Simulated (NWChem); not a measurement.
# InSiH5 (SMILES [SiH3][InH2]) at r2SCAN/LANL2DZ (core potential)

What is the vertical ionisation energy of InSiH5 at r2SCAN/LANL2DZ (core potential)? 

The calculation is run with NWChem 7.3.0.

1 further run of the same task is left out (it didn't finish).

## (1) The molecule

InSiH5: 7 atoms, total charge 0, spin state singlet. As SMILES, `[SiH3][InH2]`. Geometry: relaxed at PBE0-D4/def2-TZVP.

Bond lengths: Si1–In2 2.575 Å, Si1–H3 1.488 Å, Si1–H4 1.491 Å, Si1–H5 1.491 Å, In2–H6 1.729 Å, In2–H7 1.730 Å. Angles: Si1–In2–H6 122.1°, Si1–In2–H7 119.9°, In2–Si1–H3 113.2°, In2–Si1–H4 110.5°, In2–Si1–H5 110.1°, H6–In2–H7 118.0°, H3–Si1–H4 107.8°, H3–Si1–H5 107.7°, H4–Si1–H5 107.3°.

## (2) The energy at r2SCAN/LANL2DZ (core potential)

h5insi.nw

```
start h5insi
memory stack 880 mb heap 220 mb global 1100 mb
geometry units angstrom noautosym nocenter noautoz
   Si   -0.667100   -0.641500   -0.642100
   In    0.830800    0.837600    0.840500
   H    -2.119900   -0.371100   -0.463600
   H    -0.432000   -2.083300   -0.345900
   H    -0.338000   -0.425500   -2.080000
   H     0.179100    2.062100    1.872000
   H     2.547100    0.621800    0.819100
end
basis "ao basis" spherical bse
   Si library LANL2DZ
   In library LANL2DZ
   H library LANL2DZ
end
ecp bse
   Si library LANL2DZ
   In library LANL2DZ
end
dft
   xc r2scan
   grid fine
   convergence energy 1e-08
   maxiter 100
   mulliken
   noprint "final vectors analysis"
end
task dft energy
```

On the command line:

```sh
$ nwchem h5insi.nw > h5insi.out
```

The log of the run:

```text
[...]
          Wavefunction type:  closed shell.
          No. of atoms     :     7
          No. of electrons :    12
[...]
          Charge           :     0
          Spin multiplicity:     1
[...]
          AO basis - number of functions:    26
[...]
              XC Information
              --------------
                      r^2SCAN Method XC Functional
               r^2SCAN metaGGA Exchange Functional  1.000
                     r^2SCAN Correlation Potential  1.000
[...]
 d= 0,ls=0.0,diis     1     -8.6922504853 -2.13D+01  1.55D-02  3.88D-02     0.5
[...]
 d= 0,ls=0.0,diis     7     -8.7032898149 -1.49D-10  5.93D-07  6.54D-11     2.3
         Total DFT energy =       -8.703289814864
      One electron energy =      -36.181815248010
           Coulomb energy =       18.396802836397
    Exchange-Corr. energy =       -3.553743519519
 Nuclear repulsion energy =       12.635466116269
[...]
      Total Density - Mulliken Population Analysis
     ---------------------------------------------
    Atom       Charge   Shell Charges
 -----------   ------   -------------------------------------------------------
    1 Si   4     3.99   0.74  0.66  1.63  0.96
    2 In   3     2.62   0.30  0.99  1.09  0.24
    3 H    1     1.05   0.49  0.57
    4 H    1     1.05   0.49  0.57
    5 H    1     1.05   0.49  0.57
    6 H    1     1.12   0.46  0.66
    7 H    1     1.12   0.45  0.66
[...]
```

Wall time 3.3 s (1 thread of AMD EPYC 9R14 (Zen 4), shared host); peak memory 0.12 GiB.

## (3) The doublet cation, same level

mymol.nw

```
start mymol
title "H5InSi energy"
memory stack 880 mb heap 220 mb global 1100 mb
charge 1

geometry units atomic noautosym nocenter noautoz
   Si  -1.26063630  -1.21225931  -1.21339314
   In   1.56998446   1.58283460   1.58831481
   H   -4.00603041  -0.70127736  -0.87607703
   H   -0.81636169  -3.93686644  -0.65365627
   H   -0.63872743  -0.80407847  -3.93063034
   H    0.33844995   3.89680424   3.53756731
   H    4.81332141   1.17503170   1.54787467
end

basis "ao basis" spherical bse
   Si library LANL2DZ
   In library LANL2DZ
   H library LANL2DZ
end

ecp bse
   Si library LANL2DZ
   In library LANL2DZ
end

dft
   xc r2scan
   mult 2
   grid fine
   convergence energy 1e-08
   iterations 100
   mulliken
   print low
end

task dft
```

On the command line:

```sh
$ nwchem mymol.nw > mymol.out
```

The log of the run:

```text
[...]
 d= 0,ls=0.0,diis     1     -8.3368034557 -2.10D+01  9.31D-03  1.43D-02     0.7
[...]
 d= 0,ls=0.0,diis    12     -8.3506517706 -2.10D-09  3.56D-06  1.42D-09     6.3
[...]
         Total DFT energy =       -8.350651770598
      One electron energy =      -33.466692151083
           Coulomb energy =       15.737430424558
    Exchange-Corr. energy =       -3.256855249772
 Nuclear repulsion energy =       12.635465205699
[...]
      Total Density - Mulliken Population Analysis
     ---------------------------------------------
    Atom       Charge   Shell Charges
 -----------   ------   -------------------------------------------------------
    1 Si   4     3.81   0.76  0.72  1.64  0.69
    2 In   3     2.37   0.31  1.03  0.97  0.06
    3 H    1     0.95   0.47  0.47
    4 H    1     0.94   0.47  0.47
    5 H    1     0.94   0.47  0.47
    6 H    1     0.99   0.44  0.55
    7 H    1     0.99   0.44  0.55
[...]
      <S2> =      0.7540 (Exact =     0.7500)
[...]
```

Wall time 6.9 s (1 thread of AMD EPYC 9R14 (Zen 4), shared host); peak memory 0.12 GiB.

## (4) Summary of results

Level: r2SCAN/LANL2DZ (core potential).

| quantity | value |
| --- | --- |
| singlet InSiH5: total energy | -8.70329 Eh |
| singlet InSiH5: dipole moment | 0.27 D |
| doublet cation: total energy | -8.35065 Eh |
| doublet cation: ⟨S²⟩ | 0.754 |
| vertical ionisation energy (to the doublet cation) | 9.596 eV |

**Reading.** Removing an electron at fixed nuclei costs 9.60 eV (926 kJ/mol). Mulliken charges (doublet cation) run from +0.01 on H6 to +0.63 on In2.
